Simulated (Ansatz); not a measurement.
RbNiO2:

```
Rb Ni O
1.0
     0.00000    4.22800    4.22800
     4.22800    0.00000    4.22800
     4.22800    4.22800    0.00000
Rb Ni O
2 2 4
Cartesian
  6.3420 6.3420 6.3420
  4.2280 4.2280 4.2280
  2.1140 2.1140 2.1140
  0.0000 0.0000 0.0000
  3.1710 1.0570 3.1710
  3.1710 3.1710 1.0570
  1.0570 3.1710 3.1710
  1.0570 1.0570 1.0570
```

The cell comes from a database or a generator and needn't be the stable form of this composition.

```yaml
Program: Ansatz 0.2.0
Task: single point
Functional: PBE
Potentials_or_basis: Ansatz PAW
Cutoff: "420 eV (not typed: the program's choice for these potentials)"
k_mesh: 6 × 6 × 6
Occupations: fermi-dirac, width 0.05 eV
Spin: collinear spin, ferromagnetic start
Starting_moments: "[0.0, 0.0, 1.0, 1.0, 0.0, 0.0, 0.0, 0.0] μB"
```

On this cell: pressure -2.7 GPa; largest force zero by symmetry; net moment 0.00 μB per cell; site moments Rb +0.00, -0.00; Ni +1.16, -1.16; O +0.00 μB; band gap on the k mesh 0.19 eV, indirect (least direct gap 0.35 eV).

The same run follows on a disturbed copy (atoms moved at random, drawn with an rms of 0.05 Å):

```
Rb Ni O
1.0
     0.00000    4.22800    4.22800
     4.22800    0.00000    4.22800
     4.22800    4.22800    0.00000
Rb Ni O
2 2 4
Cartesian
  6.3368 6.3252 6.3517
  4.2182 4.1708 4.1986
  2.1629 2.0881 2.1030
  0.0368 -0.0140 0.0067
  3.2198 1.0687 3.1903
  3.1341 3.1172 1.0494
  1.0749 3.1547 3.1618
  0.9824 1.0666 1.0523
```

Question: What does the disturbed cell give?

Answer: The energy moves by +8.8 meV/atom; pressure -2.5 GPa; largest force 1.193 eV/Å; net moment 0.00 μB per cell; site moments Rb +0.00, -0.00; Ni +1.14, -1.14; O +0.01, +0.05, -0.02, -0.04 μB; band gap on the k mesh 0.17 eV, indirect (least direct gap 0.31 eV).

Forces on the atoms (eV/Å):
```
Rb   0.032 -0.055 -0.022
Rb   0.030 -0.010  0.029
Ni  -0.711 -0.400  0.343
Ni  -0.459 -0.538 -0.185
O   -0.168 -0.008 -0.146
O    0.682  0.630 -0.749
O    0.022 -0.051  0.060
O    0.572  0.434  0.669
```

Stress tensor (GPa, compression positive):
```
-2.57  0.26  0.00
 0.26 -2.47 -0.17
 0.00 -0.17 -2.39
```

Caveats: the starting moments weren't kept.

A k mesh can miss the band edges.
